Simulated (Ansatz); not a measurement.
I need a rigid scan of one bond length of CH3ClFSb, SMILES [CH3][Sb]([F])[Cl]. Use the Ansatz DFT code, driven from Python. Settings (for the species named): B3LYP, def2-SVP basis, multiplicity 1, D4 dispersion.

`ch3clfsb.xyz`
```text
7

C    -0.10010    0.83520    0.08160
Sb    1.18050   -0.81270   -0.15010
F     0.32650   -1.73370    1.40240
Cl   -0.24630   -1.87700   -1.68690
H    -1.18180    0.51180    0.22150
H     0.17380    1.51010    0.93410
H    -0.09140    1.49820   -0.84840
```

`ch3clfsb_scan.py`
```python
"""Stretching a bond of CH3ClFSb, the rest held rigid."""

import ansatz as az
import numpy as np


def main() -> None:
    ch3clfsb = az.Crystal.molecule_from_extxyz("ch3clfsb.xyz")

    symbols = [site.symbol for site in ch3clfsb.cartesian_sites]
    start = np.array([site.position_ang for site in ch3clfsb.cartesian_sites])
    axis = (start[1] - start[0]) / np.linalg.norm(start[1] - start[0])
    moving = [1, 2, 3]
    lengths, energies = [1.78, 1.93, 2.1, 2.31, 2.62, 3.15, 3.78, 4.62], []
    for length in lengths:
        xyz = start.copy()
        xyz[moving] += (length - np.linalg.norm(start[1] - start[0])) * axis
        point = az.Crystal.molecule()
        for symbol, xyz in zip(symbols, xyz):
            point = point.atom(symbol, xyz.tolist())
        calc = point.calculation()
        calc = calc.basis(gaussian="def2-SVP")
        calc = calc.functional("b3lyp", dispersion="d4")
        summary = calc.run(threads=1, backend="cpu").report
        energies.append(summary["free_energy_ev"])
        print(f"r = {length:6.3f} A  E = {energies[-1]:.5f} eV  <S^2> = {abs(summary['mean_field']['state']['spin_squared']):.3f}")

    print("energy above the lowest point (eV):", [round(e - min(energies), 3) for e in energies])


if __name__ == "__main__":
    main()
```

`python ch3clfsb_scan.py` gives:
```text
r =  1.780 A  E = -22858.80382 eV  <S^2> = 0.000
r =  1.930 A  E = -22860.02647 eV  <S^2> = 0.000
r =  2.100 A  E = -22860.48785 eV  <S^2> = 0.000
r =  2.310 A  E = -22860.38630 eV  <S^2> = 0.000
r =  2.620 A  E = -22859.72747 eV  <S^2> = 0.000
r =  3.150 A  E = -22858.41881 eV  <S^2> = 0.000
r =  3.780 A  E = -22857.28809 eV  <S^2> = 0.000
r =  4.620 A  E = -22856.45721 eV  <S^2> = 0.000
energy above the lowest point (eV): [1.684, 0.461, 0.0, 0.102, 0.76, 2.069, 3.2, 4.031]
```

Caveats:
- Total energies depend on the basis set; only differences at equal settings carry meaning.
- The rest of the molecule is held rigid at a force-field or estimated start geometry, and the basis set is modest; single-reference methods fail as a bond breaks.
- def2 sets replace the cores of elements past krypton by effective core potentials.
- b3lyp holds the VWN-RPA fit, as in Gaussian; the form of ORCA and Turbomole is b3lyp5.
- The orbitals are restricted, so S² is zero by construction.
- Toward dissociation an unrestricted state can lie under the restricted one, by tenths of an eV for polar bonds under a functional and by 1 to 2 eV or more for others.
- Wall time of the script: 24 s on 1 thread of Arm Neoverse V1, with other jobs on the host, peak memory 0.25 GiB.

(Lines on the test bed's own set-up are left out of the output.)
